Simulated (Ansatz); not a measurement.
## Molecular dynamics of NaCrH8N2F6

Input:

```yaml
crystal:
  lattice:
    - [0.0, 4.361281, 4.361281]
    - [4.361281, 0.0, 4.361281]
    - [4.361281, 4.361281, 0.0]
  atoms:
    - { symbol: Na, position: [0.49313798, 0.55602953, 0.45671466] }
    - { symbol: Cr, position: [0.0121051, -0.01665931, -0.00192748], spin: 1.5 }
    - { symbol: H, position: [0.09617945, 0.27841562, 0.46996303] }
    - { symbol: H, position: [0.22300115, 0.46691285, 0.18897573] }
    - { symbol: H, position: [0.40958071, 0.11601692, 0.35307462] }
    - { symbol: H, position: [0.17280887, 0.19194053, 0.21407583] }
    - { symbol: H, position: [0.57022363, 0.89041096, 0.67971281] }
    - { symbol: H, position: [0.63196636, 0.84119775, 0.93834647] }
    - { symbol: H, position: [0.87480701, 0.87676406, 0.6701758] }
    - { symbol: H, position: [0.83518321, 0.58453355, 0.8037625] }
    - { symbol: "N", position: [0.23806355, 0.26074556, 0.29590742] }
    - { symbol: "N", position: [0.73013025, 0.78818991, 0.7609402] }
    - { symbol: F, position: [0.80879161, 0.23837691, 0.78555487] }
    - { symbol: F, position: [0.12887766, 0.75590906, 0.82093777] }
    - { symbol: F, position: [0.68176849, 0.90919053, 0.20714312] }
    - { symbol: F, position: [0.30426019, 0.09740833, 0.76096364] }
    - { symbol: F, position: [0.22306813, 0.73585946, 0.20912141] }
    - { symbol: F, position: [0.86173922, 0.19190826, 0.21514464] }
magnetization:
  spin_polarized: true
basis:
  ecutwfc: 420.0
kpoints:
  mp_grid: { grid: [2, 2, 2] }
hamiltonian:
  xc: lda
scf:
  occupations: { method: fermi_dirac, width: 0.05 }
  lower_state_search: "off"
md:
  timestep: 0.5
  n_steps: 280
  ensemble: nve
  temperature: 1120.0
  initial_velocities: maxwell_boltzmann
  seed: 511613
```

Launched with:

```bash
$ ansatz run input.yaml --threads 1 --pin off --max-ram 3072MiB --backend cpu --events-out ev --progress --plain --runs-dir out
```

It goes on from the last frame of an earlier run, with new velocities.

Output, in part (step lines):

```
md step     0: t =     0.00 fs  T =  1120.0 K  F+E_penalty+E_count = -10433.82167408 eV  E_kin = 2.461110 eV  conserved = -10431.36056370 eV  (14 SCF iters)
md step     1: t =     0.50 fs  T =  1118.2 K  F+E_penalty+E_count = -10433.81814004 eV  E_kin = 2.457141 eV  conserved = -10431.36099917 eV  (8 SCF iters)
md step     2: t =     1.00 fs  T =  1104.9 K  F+E_penalty+E_count = -10433.78896439 eV  E_kin = 2.428031 eV  conserved = -10431.36093380 eV  (8 SCF iters)
md step     3: t =     1.50 fs  T =  1081.3 K  F+E_penalty+E_count = -10433.73629764 eV  E_kin = 2.376028 eV  conserved = -10431.36026976 eV  (8 SCF iters)
md step     4: t =     2.00 fs  T =  1052.1 K  F+E_penalty+E_count = -10433.67109274 eV  E_kin = 2.311812 eV  conserved = -10431.35928079 eV  (8 SCF iters)
md step     5: t =     2.50 fs  T =  1024.1 K  F+E_penalty+E_count = -10433.60883729 eV  E_kin = 2.250374 eV  conserved = -10431.35846347 eV  (8 SCF iters)
md step     6: t =     3.00 fs  T =  1003.0 K  F+E_penalty+E_count = -10433.56215577 eV  E_kin = 2.203969 eV  conserved = -10431.35818633 eV  (8 SCF iters)
md step     7: t =     3.50 fs  T =   990.6 K  F+E_penalty+E_count = -10433.53527833 eV  E_kin = 2.176781 eV  conserved = -10431.35849748 eV  (7 SCF iters)
[... lines left out ...]
md step   280: t =   140.00 fs  T =   898.1 K  F+E_penalty+E_count = -10433.33177416 eV  E_kin = 1.973523 eV  conserved = -10431.35825099 eV  (8 SCF iters)
```

The steps, from the saved trajectory:

```json
{"time (fs)": "0.0", "T (K)": "1120", "potential energy less start (eV)": "0.000", "conserved less start (meV/atom)": "0.00"}
{"time (fs)": "4.5", "T (K)": "980", "potential energy less start (eV)": "0.307", "conserved less start (meV/atom)": "0.03"}
{"time (fs)": "9.0", "T (K)": "869", "potential energy less start (eV)": "0.552", "conserved less start (meV/atom)": "0.05"}
{"time (fs)": "13.5", "T (K)": "887", "potential energy less start (eV)": "0.515", "conserved less start (meV/atom)": "0.14"}
{"time (fs)": "18.0", "T (K)": "832", "potential energy less start (eV)": "0.635", "conserved less start (meV/atom)": "0.17"}
{"time (fs)": "22.5", "T (K)": "800", "potential energy less start (eV)": "0.705", "conserved less start (meV/atom)": "0.13"}
{"time (fs)": "27.0", "T (K)": "915", "potential energy less start (eV)": "0.453", "conserved less start (meV/atom)": "0.11"}
{"time (fs)": "31.5", "T (K)": "865", "potential energy less start (eV)": "0.564", "conserved less start (meV/atom)": "0.16"}
{"time (fs)": "36.0", "T (K)": "893", "potential energy less start (eV)": "0.499", "conserved less start (meV/atom)": "0.09"}
{"time (fs)": "40.5", "T (K)": "960", "potential energy less start (eV)": "0.351", "conserved less start (meV/atom)": "-0.04"}
{"time (fs)": "45.0", "T (K)": "933", "potential energy less start (eV)": "0.412", "conserved less start (meV/atom)": "0.03"}
{"time (fs)": "49.5", "T (K)": "1047", "potential energy less start (eV)": "0.159", "conserved less start (meV/atom)": "-0.10"}
{"time (fs)": "54.0", "T (K)": "1001", "potential energy less start (eV)": "0.263", "conserved less start (meV/atom)": "0.06"}
{"time (fs)": "58.5", "T (K)": "953", "potential energy less start (eV)": "0.368", "conserved less start (meV/atom)": "0.08"}
{"time (fs)": "63.0", "T (K)": "957", "potential energy less start (eV)": "0.358", "conserved less start (meV/atom)": "0.03"}
{"time (fs)": "67.5", "T (K)": "896", "potential energy less start (eV)": "0.495", "conserved less start (meV/atom)": "0.20"}
{"time (fs)": "72.0", "T (K)": "1138", "potential energy less start (eV)": "-0.038", "conserved less start (meV/atom)": "0.03"}
{"time (fs)": "76.5", "T (K)": "1149", "potential energy less start (eV)": "-0.062", "conserved less start (meV/atom)": "0.04"}
{"time (fs)": "81.0", "T (K)": "1219", "potential energy less start (eV)": "-0.218", "conserved less start (meV/atom)": "-0.04"}
{"time (fs)": "85.5", "T (K)": "1316", "potential energy less start (eV)": "-0.433", "conserved less start (meV/atom)": "-0.15"}
{"time (fs)": "90.0", "T (K)": "1111", "potential energy less start (eV)": "0.020", "conserved less start (meV/atom)": "0.02"}
{"time (fs)": "94.5", "T (K)": "1037", "potential energy less start (eV)": "0.186", "conserved less start (meV/atom)": "0.16"}
{"time (fs)": "99.0", "T (K)": "986", "potential energy less start (eV)": "0.298", "conserved less start (meV/atom)": "0.24"}
{"time (fs)": "103.5", "T (K)": "909", "potential energy less start (eV)": "0.465", "conserved less start (meV/atom)": "0.12"}
{"time (fs)": "108.0", "T (K)": "1017", "potential energy less start (eV)": "0.226", "conserved less start (meV/atom)": "0.01"}
{"time (fs)": "112.5", "T (K)": "989", "potential energy less start (eV)": "0.287", "conserved less start (meV/atom)": "-0.04"}
{"time (fs)": "117.0", "T (K)": "887", "potential energy less start (eV)": "0.512", "conserved less start (meV/atom)": "-0.01"}
{"time (fs)": "121.5", "T (K)": "891", "potential energy less start (eV)": "0.505", "conserved less start (meV/atom)": "0.06"}
{"time (fs)": "126.0", "T (K)": "798", "potential energy less start (eV)": "0.709", "conserved less start (meV/atom)": "0.07"}
{"time (fs)": "130.5", "T (K)": "772", "potential energy less start (eV)": "0.767", "conserved less start (meV/atom)": "0.13"}
{"time (fs)": "135.0", "T (K)": "848", "potential energy less start (eV)": "0.600", "conserved less start (meV/atom)": "0.16"}
{"time (fs)": "139.5", "T (K)": "926", "potential energy less start (eV)": "0.428", "conserved less start (meV/atom)": "0.08"}
```

All steps were run. The conserved energy stayed within 0.29 meV per atom of its start (net change 0.13 meV per atom), so the integration is sound. A run of 0.14 ps of so small a system gives no equilibrium averages. No Hubbard correction was used and the magnetic state wasn't searched. Limits of this set-up: coarse k mesh.

Mean squared displacements from the first frame to the last, about the centre of mass: Na 0.51 Å², Cr 0.02 Å², H 2.35 Å², N 0.27 Å², F 0.73 Å².

Last frame:

```xyz
18
Lattice="0.0000 4.3613 4.3613 4.3613 0.0000 4.3613 4.3613 4.3613 0.0000" Properties=species:S:1:pos:R:3
Na 4.189 4.807 4.439
Cr 0.025 -0.040 -0.017
H 1.026 1.565 2.055
H 2.808 1.664 2.009
H 1.767 2.805 1.377
H 1.685 2.801 2.842
H 6.111 6.983 5.546
H 7.538 6.780 6.467
H 6.395 5.641 6.325
H 5.817 7.086 7.196
N 1.836 2.106 2.119
N 6.471 6.642 6.433
F 4.401 6.844 3.846
F 7.000 3.943 4.905
F 4.366 4.600 6.922
F 4.684 4.376 1.953
F 4.381 1.796 4.639
F 1.873 4.136 4.038
```

The run took 22 min on 1 thread of AMD EPYC 7B13 (Zen 3), on a shared host, peak memory 0.57 GiB.
